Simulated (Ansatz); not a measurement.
**CH5GeO: geometry optimisation in Python**

What geometry does CH5GeO take? Wanted for CH5GeO: a geometry optimisation. SMILES: O[CH2][GeH2].

Program: Ansatz 0.2.0, driven from Python. Level of theory: B3LYP+D4/def2-SVP. These are calculated values, not measurements.

**1. Starting point**

Bond lengths: O1–C2 1.399 Å, C2–Ge3 1.949 Å, O1–H4 0.993 Å, C2–H5 1.109 Å, C2–H6 1.112 Å, Ge3–H7 1.550 Å, Ge3–H8 1.550 Å. Angles: O1–C2–Ge3 110.0°, O1–C2–H5 109.1°, O1–C2–H6 110.6°, Ge3–C2–H5 108.7°, Ge3–C2–H6 109.8°, H5–C2–H6 108.6°, C2–O1–H4 106.3°, C2–Ge3–H7 109.3°, C2–Ge3–H8 109.3°, H7–Ge3–H8 109.5°.

No structure file is read: the coordinates are typed or built in the script.

**2. Script**

The input, opt_ch5geo.py:

```python
import itertools

import ansatz as az
from ase import Atoms
from ase.data import atomic_numbers, covalent_radii
import numpy as np

atoms = Atoms(['O', 'C', 'Ge', 'H', 'H', 'H', 'H', 'H'], positions=[
    (-1.4139, 0.853, 0.1746),
    (-0.6482, -0.3178, 0.1414),
    (1.2282, 0.1018, 0.4592),
    (-1.2024, 1.3485, -0.659),
    (-1.0, -1.0034, 0.9394),
    (-0.7579, -0.8302, -0.8399),
    (1.7364, 1.0551, -0.6523),
    (2.0579, -1.2071, 0.4366),
])
geometry = az.Crystal.molecule_from_ase(atoms)

setup = (
    geometry.calculation()
    .basis(gaussian='def2-SVP')
    .functional('B3LYP', dispersion='d4')
    .spin('collinear', total=1)
    .accuracy('medium')
)
symbols = [site.symbol for site in geometry.cartesian_sites]
start = np.array([site.position_ang for site in geometry.cartesian_sites], dtype=float)
def progress(event):
    if event['event'] == 'relax_step':
        row = event['data']
        print(f'step {row["step"]:3d}  E = {row["lagrangian_ev"]:.6f} eV  largest force component {row["allowed_force_max_ev_ang"]:.4f} eV/A')


summary = setup.relax(force_tolerance=0.01).session().plan().execute(on_event=progress).report
end = np.array(summary['positions_ang'])

print(f'E = {summary["free_energy_ev"]:.6f} eV = {summary["free_energy_ev"] / 27.211386246:.7f} Ha')
print('converged:', summary['converged'], ' doubts:', summary['published_state_doubts'] or 'none')

radius = [covalent_radii[atomic_numbers[s]] for s in symbols]
span = lambda where, i, j: np.linalg.norm(where[i] - where[j])
bonded = [(i, j) for i, j in itertools.combinations(range(len(symbols)), 2) if min(span(start, i, j), span(end, i, j)) < 1.2 * (radius[i] + radius[j])]
print('pair        before    after (A)')
for i, j in bonded:
    print(f'{symbols[i]}{i}-{symbols[j]}{j}'.ljust(10), f'{span(start, i, j):8.4f} {span(end, i, j):8.4f}')

charges = summary['charge_distribution']
dipole = np.array(charges['dipole_moment_e_ang']) * 4.803205
print('dipole (D): {:.3f} {:.3f} {:.3f}, length {:.3f}'.format(*dipole, np.linalg.norm(dipole)))
print('atom  Mulliken   Lowdin')
for symbol, m, l in zip(symbols, charges['mulliken_charges_e'], charges['lowdin_charges_e']):
    print(f'{symbol:4s} {m:9.3f} {l:8.3f}')
```

**3. The input behind the calls**

The package turns the script's settings into the engine's input:

```yaml
crystal:
  periodic: [false, false, false]
  atoms:
    - { symbol: O, position_ang: [-1.4139, 0.853, 0.1746] }
    - { symbol: C, position_ang: [-0.6482, -0.3178, 0.1414] }
    - { symbol: Ge, position_ang: [1.2282, 0.1018, 0.4592] }
    - { symbol: H, position_ang: [-1.2024, 1.3485, -0.659] }
    - { symbol: H, position_ang: [-1.0, -1.0034, 0.9394] }
    - { symbol: H, position_ang: [-0.7579, -0.8302, -0.8399] }
    - { symbol: H, position_ang: [1.7364, 1.0551, -0.6523] }
    - { symbol: H, position_ang: [2.0579, -1.2071, 0.4366] }
accuracy: medium
basis:
  gaussian:
    orbitals: def2-SVP
hamiltonian:
  xc: b3lyp
  dispersion: d4
magnetization:
  spin_polarized: true
  initial_magnetization: 1.0
relax:
  f_tol: 0.01
```

**4. The run**

Run with:

```console
$ python opt_ch5geo.py
```

Without the output at hand: what should come out? Wanted: total energy; dipole moment; <S²> of the mean field; moves of the relaxation; energy gained; last largest force component.

**Answer**, as computed:

```
                           quantity           value
                       total energy  -59673.9567 eV
                      dipole moment          1.08 D
<S²> of the mean field (pure state)    0.751 (0.75)
            moves of the relaxation               8
                      energy gained        0.093 eV
       last largest force component     0.0083 eV/Å
```

What this shows: The relaxation took 8 moves; the largest shift is 0.265 Å, of atom 8 (H). What to keep in mind:
- The end point is the stationary point reached from this start; no frequency run checks that it is a minimum, and the basis set is modest.
- The species is open-shell (spin multiplicity 2).
- The Löwdin charges here are taken after orthogonalising the functions within each atom; they differ from plain Löwdin charges, and their signs can be unphysical.
- b3lyp holds the VWN-RPA fit, as in Gaussian; the form of ORCA and Turbomole is b3lyp5.
